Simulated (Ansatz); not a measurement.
**TcN2 (Fm-3m): scan of one input key**

The task is a scan of one input key, for TcN2 (Fm-3m).

Computed with Ansatz 0.2.0 through its Python package. Level of theory: DFT PBE, plane waves, PAW.

## (1) Starting point

The structure is cubic, space group Fm-3m (No. 225). Conventional cell: a = 4.889 Å, b = 4.889 Å, c = 4.889 Å, α = 90.00°, β = 90.00°, γ = 90.00°. Tc (site symmetry m-3m) is surrounded by 8 N at 2.12 Å. N (site symmetry -43m) has 4 Tc at 2.12 Å as nearest neighbours.

No structure file is read: the coordinates are typed or built in the script.

## (2) The script

edit_tcn2.py

```python
import ansatz as az
from ase import Atoms

atoms = Atoms(
    ["Tc", "N", "N"],
    scaled_positions=[
        (0.0, 0.0, 0.0),
        (0.75, 0.75, 0.75),
        (0.25, 0.25, 0.25),
    ],
    cell=[
        (0.0, 2.444549, 2.444549),
        (2.444549, 0.0, 2.444549),
        (2.444549, 2.444549, 0.0),
    ],
    pbc=True,
)
tcn2 = az.Crystal.from_ase(atoms)

calculation = (
    tcn2.calculation()
    .functional("pbe")
    .kpoints(density=5.1)
    .occupations("fermi_dirac", width=150 * az.meV)
    .band_table()
)
typed = calculation.input()
rows = []
for value in [4, 6, 9]:
    edited = typed.set(az.key.basis.ecutrho_ratio, value)
    data = az.Session.from_dict(edited).plan().execute().report
    rows.append((value, data["free_energy_ev"], data["n_iterations"], len(data["eigenvalues_ev"][0]) if "eigenvalues_ev" in data else 0))
print(" density ratio            F eV      iterations    bands listed")
for row in rows:
    print(f"{str(row[0]):>14s}  {row[1]:14.5f}  {row[2]:14d}  {row[3]:14d}")
```

## (3) The calls as engine input

The engine receives this input (first run):

```yaml
crystal:
  lattice:
    - [0.0, 2.444549, 2.444549]
    - [2.444549, 0.0, 2.444549]
    - [2.444549, 2.444549, 0.0]
  atoms:
    - { symbol: Tc, position: [0.0, 0.0, 0.0] }
    - { symbol: "N", position: [0.75, 0.75, 0.75] }
    - { symbol: "N", position: [0.25, 0.25, 0.25] }
kpoints:
  mp_grid:
    kspacing: 0.19607843137254904
hamiltonian:
  xc: pbe
scf:
  occupations:
    method: fermi_dirac
    width: 0.15
output:
  eigenvalues: true
basis:
  ecutrho_ratio: 4
```

## (4) Running it

On the command line:

```console
> python edit_tcn2.py
```

Output:

```text
DeckWarning: basis.ecutwfc = 500 eV, auto-derived from the records' recommended cutoffs: set by Tc (normal level)
 density ratio            F eV      iterations    bands listed
             4     -6163.67085               8              17
             6     -6163.67085               8              17
             9     -6163.67086               8              17
```

(Warnings from the package without file and line, repeats left out.)

Run time: 7 s. Hardware: 1 thread of Arm Neoverse V2, shared host; peak memory 0.41 GiB.

## (5) Inputs of later runs

The engine's inputs for the other runs:

Run 2, against run 1:

```diff
@@ -22 +22 @@
-  ecutrho_ratio: 4
+  ecutrho_ratio: 6
```

Run 3, against run 1:

```diff
@@ -22 +22 @@
-  ecutrho_ratio: 4
+  ecutrho_ratio: 9
```

## (6) What each run gave

The 3 runs, in the order started:

```csv
run,basis.ecutrho_ratio,energy from run 3 (meV/atom),SCF cycles,CPU time (s)
1,4,0.00,8,2.2
2,6,0.00,8,2.1
3,9,0.00,8,2.2
```

Energies are free energies F = E - TS of the smeared occupations. 

## (7) What came out

```
                              quantity           value
                         runs compared               3
       last run but one, from the last  +0.00 meV/atom
within 5 meV/atom of the last run from               4
```

**Reading.** From basis.ecutrho_ratio 4 on, the energy stays within 1 meV/atom of the last run. Reading the output:
- Spin is left out of this run.
- The smearing is wide enough that free energy and stress hold a thermal part of the electrons.
- The structure comes from a database of computed cells and needn't be a stable or known phase.
